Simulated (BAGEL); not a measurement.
# AlPNH4OF (SMILES [NH2][Al]([F])[PH]O) at B3LYP/def2-SVP (density fitting with cc-pvqz-jkfit)

What is the energy change on altering one bond length of AlPNH4OF at B3LYP/def2-SVP (density fitting with cc-pvqz-jkfit)? 

The calculation is run with BAGEL 1.2.2.

3 further runs of the same task are left out: 3 set aside as unsound or not needed.

### Step 1. Starting point

The species is AlPNH4OF (9 atoms), meant as a singlet with charge 0. As SMILES, `[NH2][Al]([F])[PH]O`. The coordinates come from a PBE0-D4/def2-TZVP relaxation. This is one conformer, not always the lowest.

Bond lengths: N1–Al2 1.755 Å, Al2–F3 1.652 Å, Al2–P4 2.334 Å, P4–O5 1.677 Å, N1–H6 1.007 Å, N1–H7 1.006 Å, P4–H8 1.430 Å, O5–H9 0.960 Å. Angles: N1–Al2–F3 119.8°, N1–Al2–P4 121.0°, F3–Al2–P4 119.0°, Al2–P4–O5 96.2°, Al2–N1–H6 122.5°, Al2–N1–H7 126.3°, Al2–P4–H8 92.8°, O5–P4–H8 100.3°, P4–O5–H9 109.0°, H6–N1–H7 111.1°.

### Step 2. A single-point energy at B3LYP/def2-SVP (density fitting with cc-pvqz-jkfit)

File input.json:

```json
{ "bagel": [

{
  "title": "molecule",
  "basis": "svp",
  "df_basis": "cc-pvqz-jkfit",
  "angstrom": true,
  "geometry": [
    { "atom": "N", "xyz": [       1.489200,       1.004600,      -0.185800 ] },
    { "atom": "Al", "xyz": [       0.882400,      -0.572900,       0.285200 ] },
    { "atom": "F", "xyz": [       1.905300,      -1.677400,       0.966000 ] },
    { "atom": "P", "xyz": [      -1.322700,      -1.196100,      -0.158400 ] },
    { "atom": "O", "xyz": [      -1.889900,       0.351100,      -0.471500 ] },
    { "atom": "H", "xyz": [       0.893900,       1.722700,      -0.565900 ] },
    { "atom": "H", "xyz": [       2.431700,       1.338900,      -0.072400 ] },
    { "atom": "H", "xyz": [      -1.643200,      -1.310200,       1.230300 ] },
    { "atom": "H", "xyz": [      -2.658100,       0.293000,      -1.044600 ] }
  ]
},

{
  "title": "ks",
  "xc_func": "b3lyp"
},

{
  "title": "print",
  "file": "orbitals.molden",
  "orbitals": true
}

]}
```

Run with:

```
$ BAGEL_NUM_THREADS=1 BAGEL input.json > input.out
```

Log:

```text
* using 1 threads per process

  ===============================================================
  ===============================================================

  *** Geometry ***

  { "atom" : "N", "xyz" : [      2.814180,      1.898419,     -0.351111 ] },
  { "atom" : "Al", "xyz" : [      1.667494,     -1.082624,      0.538950 ] },
  { "atom" : "F", "xyz" : [      3.600495,     -3.169827,      1.825475 ] },
  { "atom" : "P", "xyz" : [     -2.499541,     -2.260301,     -0.299333 ] },
  { "atom" : "O", "xyz" : [     -3.571393,      0.663483,     -0.891006 ] },
  { "atom" : "H", "xyz" : [      1.689226,      3.255431,     -1.069396 ] },
  { "atom" : "H", "xyz" : [      4.595247,      2.530154,     -0.136816 ] },
  { "atom" : "H", "xyz" : [     -3.105198,     -2.475919,      2.324930 ] },
  { "atom" : "H", "xyz" : [     -5.023081,      0.553690,     -1.974008 ] },

  Number of auxiliary basis functions:      818

  Since a DF basis is specified, we compute 2- and 3-index integrals:
    o Being stored without compression. Storage requirement is 0.063 GB

  Number of basis functions:       98
  Number of electrons      :       56

    * METHOD: MOLECULE                             0.56

  *** Kohn-Sham DFT ***

    * Removing 16378 points whose weight is below 1.00e-10
    * Grid points: 117776

  === Nuclear Repulsion ===
   276.1512580034

       - DIIS with orbital gradients will be used.

  === KS iteration (b3lyp / svp) ===
      0       -780.74717812          0.10572782           0.51
      1       -679.67016684          0.16533043           0.49
      2       -767.90589174          0.12977439           0.50
      3       -778.75937272          0.13102267           0.50
      4       -794.73781674          0.08561911           0.50
      5       -804.73398816          0.09366155           0.50
      6       -813.06061729          0.04743682           0.50
      7       -807.45092038          0.08212558           0.49
      8       -815.41599480          0.02140963           0.47
      9       -815.63606620          0.01610722           0.48
     10       -815.77964622          0.00595230           0.48
     11       -815.80172758          0.00122505           0.48
     12       -815.80162493          0.00133913           0.48
     13       -815.80285469          0.00010509           0.48
     14       -815.80286467          0.00003721           0.48
     15       -815.80286601          0.00000808           0.48
     16       -815.80286604          0.00000461           0.48
     17       -815.80286605          0.00000131           0.49
     18       -815.80286605          0.00000027           0.48
     19       -815.80286605          0.00000011           0.48
     20       -815.80286605          0.00000003           0.49
     21       -815.80286605          0.00000001           0.48
     22       -815.80286605          0.00000000           0.48
    * SCF iteration converged.

    * Permanent dipole moment:
           (    0.356591,    -0.690071,     0.418049) a.u.

    * METHOD: KS                                  11.77

    * METHOD: PRINT                                0.01

  ===============================================================
```

It took 13 s on 1 thread of Intel Xeon 6975P-C (Granite Rapids), shared host; peak memory 0.59 GiB.

### Step 3. The distorted shape

File dft.json:

```json
{ "bagel" : [

{
  "title" : "molecule",
  "basis" : "svp",
  "df_basis" : "cc-pvqz-jkfit",
  "angstrom" : "true",
  "geometry" : [
    { "atom" : "N", "xyz" : [       1.585351,       1.038830,      -0.602416 ] },
    { "atom" : "Al", "xyz" : [       0.978551,      -0.538670,      -0.131416 ] },
    { "atom" : "F", "xyz" : [       2.001451,      -1.643170,       0.549384 ] },
    { "atom" : "P", "xyz" : [      -1.226549,      -1.161870,      -0.575016 ] },
    { "atom" : "O", "xyz" : [      -1.793749,       0.385330,      -0.888116 ] },
    { "atom" : "H", "xyz" : [       0.990051,       1.756930,      -0.982516 ] },
    { "atom" : "H", "xyz" : [       2.527851,       1.373130,      -0.489016 ] },
    { "atom" : "H", "xyz" : [      -1.643200,      -1.310200,       1.230300 ] },
    { "atom" : "H", "xyz" : [      -2.561949,       0.327230,      -1.461216 ] }
  ]
},

{
  "title" : "ks",
  "xc_func" : "b3lyp",
  "charge" : 0
},

{
  "title" : "print",
  "file" : "orbitals.molden",
  "orbitals" : "true"
}

]}
```

Run with:

```
$ BAGEL_NUM_THREADS=1 BAGEL dft.json > dft.out
```

Log:

```text
* using 1 threads per process

  ===============================================================
  ===============================================================

  *** Geometry ***

  { "atom" : "N", "xyz" : [      2.995879,      1.963104,     -1.138401 ] },
  { "atom" : "Al", "xyz" : [      1.849193,     -1.017939,     -0.248340 ] },
  { "atom" : "F", "xyz" : [      3.782194,     -3.105141,      1.038185 ] },
  { "atom" : "P", "xyz" : [     -2.317842,     -2.195616,     -1.086623 ] },
  { "atom" : "O", "xyz" : [     -3.389694,      0.728168,     -1.678296 ] },
  { "atom" : "H", "xyz" : [      1.870925,      3.320117,     -1.856686 ] },
  { "atom" : "H", "xyz" : [      4.776946,      2.594840,     -0.924106 ] },
  { "atom" : "H", "xyz" : [     -3.105198,     -2.475919,      2.324930 ] },
  { "atom" : "H", "xyz" : [     -4.841382,      0.618375,     -2.761298 ] },

  Number of auxiliary basis functions:      818

  Since a DF basis is specified, we compute 2- and 3-index integrals:
    o Being stored without compression. Storage requirement is 0.063 GB

  Number of basis functions:       98
  Number of electrons      :       56

    * METHOD: MOLECULE                             0.55

  *** Kohn-Sham DFT ***

    * Removing 16107 points whose weight is below 1.00e-10
    * Grid points: 118047

  === Nuclear Repulsion ===
   274.3181897778

       - DIIS with orbital gradients will be used.

  === KS iteration (b3lyp / svp) ===
      0       -780.86169271          0.10483334           0.50
      1       -680.31932178          0.16512250           0.47
      2       -766.53779687          0.12947073           0.48
      3       -778.33009342          0.13130303           0.47
      4       -795.36881532          0.07944919           0.54
      5       -796.51875291          0.10065660           0.50
      6       -814.27220354          0.04211991           0.50
      7       -811.48168098          0.06762518           0.49
      8       -814.96809237          0.02816883           0.49
      9       -815.44284047          0.02092394           0.48
     10       -815.51611498          0.01986420           0.49
     11       -815.76724464          0.00224439           0.49
     12       -815.77003265          0.00124105           0.50
     13       -815.77114500          0.00040423           0.51
     14       -815.77124681          0.00010404           0.50
     15       -815.77125400          0.00001492           0.50
     16       -815.77125417          0.00000491           0.50
     17       -815.77125418          0.00000236           0.49
     18       -815.77125419          0.00000067           0.50
     19       -815.77125419          0.00000018           0.50
     20       -815.77125419          0.00000006           0.50
     21       -815.77125419          0.00000004           0.50
     22       -815.77125419          0.00000001           0.49
     23       -815.77125419          0.00000000           0.49
    * SCF iteration converged.

    * Permanent dipole moment:
           (    0.253233,    -0.765588,     0.716193) a.u.

    * METHOD: KS                                  12.43

    * METHOD: PRINT                                0.01

  ===============================================================
```

It took 13 s on 1 thread of Intel Xeon 6975P-C (Granite Rapids), shared host; peak memory 0.59 GiB.

### Step 4. What came out

At B3LYP/def2-SVP (density fitting with cc-pvqz-jkfit):

| quantity | value |
| --- | --- |
| first shape: total energy | -815.80287 Eh |
| first shape: dipole moment | 2.24 D |
| first shape: HOMO energy | -6.46 eV |
| first shape: LUMO energy | -0.47 eV |
| first shape: HOMO–LUMO gap | 5.99 eV |
| distorted shape: total energy | -815.77125 Eh |
| distorted shape: dipole moment | 2.74 D |
| distorted shape: HOMO energy | -6.62 eV |
| distorted shape: LUMO energy | -1.06 eV |
| distorted shape: HOMO–LUMO gap | 5.55 eV |
| energy change with the P4–H8 bond stretched from 1.430 to 1.859 Å | 0.860 eV |

What this shows: With the P4–H8 bond stretched from 1.430 to 1.859 Å the energy rises by 0.86 eV (83.0 kJ/mol). The first shape isn't relaxed at this level, so the change isn't measured from a minimum.
